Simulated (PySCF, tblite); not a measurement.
**C5H9PSSi: geometry, infrared bands and NMR shifts**

What infrared bands and NMR shifts should C5H9PSSi (`CC(=S)C#C[Si@@H](C)P`) show?

Programs: tblite 0.8.0 and PySCF 2.14.0, with density-fitted response routines of our own. Each step states its level of theory. These are calculated values for one molecule in the gas phase, unless marked as measured. Atoms are numbered from 0 throughout.

## Step 1: The molecule as given

17 atoms, charge 0, multiplicity 1; geometry from: force field or distance geometry start.

Bonds of the start (Å): C0–C1 1.48, C1–S2 1.62, C1–C3 1.44, C3–C4 1.22, C4–Si5 1.81, Si5–C6 1.88, Si5–P7 2.19, C0–H8 1.12, C0–H9 1.13, C0–H10 1.12, Si5–H11 1.49, C6–H12 1.14, C6–H13 1.09, C6–H14 1.09, P7–H15 1.45, P7–H16 1.47.

## Step 2: Relaxing the molecule with GFN2-xTB

The job: settings as JSON, then the geometry in Å.

```
{"job": {"kind": "relax", "xc": "GFN2-xTB", "basis": "xTB"}, "charge": 0, "multiplicity": 1}
C     -3.472300     0.636100    -0.155300
C     -2.379500     0.339400    -1.110700
S     -2.656000     0.148200    -2.692500
C     -1.059400     0.222000    -0.543800
C      0.042300     0.103300    -0.032900
Si     1.678400    -0.075300     0.723200
C      2.010200    -1.928100     0.741300
P      3.139700     1.006000    -0.505900
H     -4.023400    -0.282700     0.167900
H     -3.004700     1.034800     0.791900
H     -4.155100     1.448800    -0.508800
H      1.694000     0.446200     2.115400
H      1.019600    -2.454600     0.922700
H      2.390500    -2.183200    -0.251600
H      2.655300    -2.204900     1.577700
H      2.419600     1.674100    -1.576500
H      3.693800     2.081900     0.328100
```

On the command line:

```sh
> OMP_NUM_THREADS=1 python probes_run.py task.json out
```

One launch serves the whole session: the jobs run in the order shown.

**Question.** This job is followed by: GFN2-xTB harmonic vibrations, gas phase; GIAO PBE0/pcSseg-1 NMR shielding, non-relativistic, gas phase. What will the session give for the following? strongest single infrared mode (GFN2-xTB); zero-point energy (GFN2-xTB); ¹³C shifts against TMS (PBE0/pcSseg-1); ¹H shifts against TMS (PBE0/pcSseg-1, means over atoms taken as alike); ³³S shifts against CS2 (PBE0/pcSseg-1); ²⁹Si shifts against TMS (PBE0/pcSseg-1); ³¹P shifts against H3PO4 (PBE0/pcSseg-1); surface potential, 1st and 99th percentile.

As calculated:

```
                                                              quantity                                value
                             strongest single infrared mode (GFN2-xTB)                2182 cm⁻¹, 241 km/mol
                                          zero-point energy (GFN2-xTB)                        72.6 kcal/mol
                                ¹³C shifts against TMS (PBE0/pcSseg-1)  243.2, 119.4, 117.5, 45.7, -2.2 ppm
¹H shifts against TMS (PBE0/pcSseg-1, means over atoms taken as alike)           4.78, 3.17, 1.44, 0.49 ppm
                                ³³S shifts against CS2 (PBE0/pcSseg-1)                             1234 ppm
                               ²⁹Si shifts against TMS (PBE0/pcSseg-1)                            -43.4 ppm
                              ³¹P shifts against H3PO4 (PBE0/pcSseg-1)                           -277.9 ppm
                                 surface potential, 1st and 99th percentile                   -1.03 V and 1.00 V
```

Over 175 steps the energy fell by 0.769 eV; of the close pairs, P7–H16 changed most, 1.470 to 1.384 Å. All 45 modes are real, so the xTB geometry is a minimum. The strongest single mode, at 2182 cm⁻¹, moves mainly H11. GFN2-xTB is a fitted tight-binding method: band positions and strengths are rough. Its intensities can rank the bands wrongly. C1 (thiocarbonyl carbon) lies farthest downfield among carbon, at 243.2 ppm; low-lying n→π* states of the double bond to the heteroatom give a large paramagnetic term (-319 ppm). At PBE0/pcSseg-1: The largest span, 2780 ppm, is at S2, where the paramagnetic term is -1788 ppm. At PBE0/pcSseg-1, counted by nearest atom on the grid, the HOMO lies on S2 83 %, the LUMO on S2 36 %; C1 28 %.
